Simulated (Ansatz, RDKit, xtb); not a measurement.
**C6H5FO2: ranking a sample of isomers**

Which of a sample of isomers of C6H5FO2 is the most stable in the gas at 298.15 K, and what are its properties? The sample is small against all isomers, and the most stable one of this formula need not be in it.

Plan: many cheap relaxations first (GFN2-xTB), then density-functional screening, relaxation at PBE0-D3(BJ)/def2-SVP, vibrations (at GFN2-xTB) and a final energy. The numbers are computed, not measured.

### 1 Possible bonding patterns

Isomers were taken from a list of plausible structures; this is a sample, not all of them. That gives 14 candidates.

```tsv
label	SMILES	spin
c003	Cc1ccoc1C(=O)F	singlet
c016	O=C(O)C1=CC=C(F)C1	singlet
c057	O=COC1=C(F)CC=C1	singlet
c079	Cc1c(F)occc1=O	singlet
c198	O=C(O)/C=C\C1=C(F)C1	singlet
c259	C=CC1=COC=C(F)O1	singlet
c268	O=c1occcc1CF	singlet
c285	O=CC#C[C@H](C=O)CF	singlet
c449	Cc1coc(F)cc1=O	singlet
c477	C/C(C#CC(=O)O)=C/F	singlet
c539	C=C(F)CC#CC(=O)O	singlet
c775	COC1=C/C(=C\F)C1=O	singlet
c776	Cc1c(CF)c(=O)c1=O	singlet
c860	Cc1cc(F)coc1=O	singlet
```

Candidates are built by distance geometry, with a force field where one applies, in up to four conformers (letters a to d).

**Question.** With final energies at CCSD(T)/def2-SVP + MP2/def2-TZVPP - MP2/def2-SVP, which structure will this search put lowest in free energy, and by what margin?

| quantity | value |
| --- | --- |
| lowest structure found | Cc1ccoc1C(=O)F, singlet |
| next finalist | O=C(O)C1=CC=C(F)C1, singlet, 3.4 kcal/mol higher in G |
| share at equilibrium, among the finalists | 99.7 % |

The search ends on `Cc1ccoc1C(=O)F`. Among the finalists first place is clear (3.4 kcal/mol); structures outside the list aren't covered. GFN2-xTB, HF/STO-3G, r2SCAN-D4/def2-SVP, PBE0-D3(BJ)/def2-SVP, HF/def2-SVP and MP2/def2-SVP already put its bonding pattern lowest among the structures in one piece. Lowest found is not proven lowest: the search is finite, and each finalist counts with one conformer. Only 14 drawn patterns were tried, so whole families of isomers are missing, and the result ranks this sample alone.
